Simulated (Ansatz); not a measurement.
**BaRe (CsCl type): how the settings move a single-point run**

How sensitive is a single-point run of BaRe (CsCl type) to its settings? A reference run comes first, then five runs with altered input.

Program: Ansatz 0.2.0. Level of theory: reference: DFT PBE, scalar-relativistic, plane waves, PAW. These are calculated values, not measurements.

1 further run of the same task is left out (set aside as unsound or not needed). Runs told in other sessions of the task aren't counted.

### Step 1. The system as given

The structure is cubic, space group Pm-3m (No. 221). Conventional cell: a = 3.723 Å, b = 3.723 Å, c = 3.723 Å, α = 90.00°, β = 90.00°, γ = 90.00°. Around Ba (site symmetry m-3m) lie 8 Re at 3.22 Å. Re (site symmetry m-3m) is surrounded by 8 Ba at 3.22 Å.

As a file:

```
CELL_PARAMETERS angstrom
3.72334 0.00000 0.00000
0.00000 3.72334 0.00000
0.00000 0.00000 3.72334
ATOMIC_POSITIONS crystal
Ba 0.00000 0.00000 0.00000
Re 0.50000 0.50000 0.50000
```

### Step 2. Reference

The input, input.yaml:

```yaml
crystal:
  lattice:
    - [3.7233438108, 0.0, 0.0]
    - [0.0, 3.7233438108, 0.0]
    - [0.0, 0.0, 3.7233438108]
  atoms:
    - { symbol: Ba, position: [0.0, 0.0, 0.0] }
    - { symbol: Re, position: [0.5, 0.5, 0.5] }
basis:
  ecutwfc: 420
  ecutrho_ratio: 4
kpoints:
  mp_grid: { grid: [8, 8, 8] }
hamiltonian:
  xc: pbe
scf:
  occupations: { method: gaussian, width: 0.05 }
output:
  forces: true
  stress: true
  eigenvalues: true
```

On the command line:

```
ansatz run input.yaml --threads 2 --pin off --max-ram 2662MiB --backend cpu --events-out ev --progress --plain --runs-dir out
```

### Step 3. Variant: ecutwfc 700 eV

input.yaml, as its differences from that of step 2:

```diff
@@ -9,3 +9,3 @@
 basis:
-  ecutwfc: 420
+  ecutwfc: "700 eV"
   ecutrho_ratio: 4
@@ -20,2 +20 @@
   stress: true
-  eigenvalues: true
```

### Step 4. Changed: scf.algorithm direct_min, mixing.algorithm anderson, mixing.beta 0.9, mixing.ndim 16

input.yaml, as its differences from that of step 2:

```diff
@@ -17,2 +17,4 @@
   occupations: { method: gaussian, width: 0.05 }
+  algorithm: direct_min
+  mixing: { algorithm: anderson, beta: 0.9, ndim: 16 }
 output:
@@ -20,2 +22 @@
   stress: true
-  eigenvalues: true
```

### Step 5. Changing settings: pseudopotentials.kind nc, dr2_threshold 1.0e-06

input.yaml, as its differences from that of step 2:

```diff
@@ -15,4 +15,6 @@
   xc: pbe
+  pseudopotentials: { kind: nc }
 scf:
   occupations: { method: gaussian, width: 0.05 }
+  convergence: { dr2_threshold: 1.0e-06 }
 output:
@@ -20,2 +22 @@
   stress: true
-  eigenvalues: true
```

### Step 6. Changing settings: occupations.method methfessel_paxton, occupations.width 0.15, chi_scale 0.3

input.yaml, as its differences from that of step 2:

```diff
@@ -16,3 +16,4 @@
 scf:
-  occupations: { method: gaussian, width: 0.05 }
+  occupations: { method: methfessel_paxton, width: 0.15 }
+  initial_density: { chi_scale: 0.3 }
 output:
@@ -20,2 +21,5 @@
   stress: true
-  eigenvalues: true
+  write_density: true
+  write_potential: true
+  elf: true
+  volumetric_format: npy
```

### Step 7. Variant: mp_grid.shift [0.5, 0.5, 0.5], dr2_threshold 1.0e-11

input.yaml, as its differences from that of step 2:

```diff
@@ -12,3 +12,3 @@
 kpoints:
-  mp_grid: { grid: [8, 8, 8] }
+  mp_grid: { grid: [8, 8, 8], shift: [0.5, 0.5, 0.5] }
 hamiltonian:
@@ -17,2 +17,3 @@
   occupations: { method: gaussian, width: 0.05 }
+  convergence: { dr2_threshold: 1.0e-11 }
 output:
@@ -20,2 +21,5 @@
   stress: true
-  eigenvalues: true
+  write_density: true
+  write_potential: true
+  elf: true
+  volumetric_format: npy
```

Before running it: what results should come out? Wanted: for each run, ending; energy change; pressure; gap; force.

As calculated:

```
                                                                                    run     ending        energy change  pressure (GPa)  gap (eV)  force (eV/Å)  cycles    time
                                                                              reference  converged                    0             0.0      0.00          0.00       6     1 s
                                                                      1: ecutwfc 700 eV  converged        -1.4 meV/atom             0.0      0.00          0.00       6   1.8 s
2: scf.algorithm direct_min, mixing.algorithm anderson, mixing.beta 0.9, mixing.ndim 16  converged         0.0 meV/atom             0.0      0.00          0.00       4   2.4 s
                                     3: pseudopotentials.kind nc, dr2_threshold 1.0e-06  converged       not comparable             0.2      0.00          0.00       7  0.98 s
         4: occupations.method methfessel_paxton, occupations.width 0.15, chi_scale 0.3  converged  -0.8 meV/atom (σ→0)            -0.1      0.00          0.00       8   1.6 s
                                5: mp_grid.shift [0.5, 0.5, 0.5], dr2_threshold 1.0e-11  converged        +7.9 meV/atom            -0.4      0.00          0.00       9     1 s
```

Times don't compare one to one where runs were asked for different outputs or read a saved state (see the inputs); cycles may leave out searches for a lower state.

Residual by cycle in the longest SCF loop of each run; runs are numbered as in the table. The quantity is the density residual dr2, in eV.

```
cycle  reference    run 1    run 2    run 3    run 4    run 5
    1     0.0362   0.0347   0.0333     8.29     62.4   0.0433
    2    0.00522  0.00524  0.00534    0.111    0.547  0.00406
    3    0.00106   9.1e-4   7.7e-6   0.0276    0.175   9.7e-4
    4     2.0e-5   2.0e-5   1.7e-8  0.00207  0.00456   1.5e-5
    5     1.5e-6   1.6e-6        -   5.8e-4   5.9e-4   1.1e-6
    6     3.6e-8   9.9e-8        -   2.6e-5   1.2e-5   1.9e-8
    7          -        -        -   6.9e-7   2.1e-7  6.8e-10
    8          -        -        -        -   2.8e-8  1.5e-11
    9          -        -        -        -        -  1.7e-13
```

**Reading.** Run 3 ran under the cutoff that the potentials recommend, as the log warns, so basis error is mixed into its values, and swamps them where the cutoff is far short.
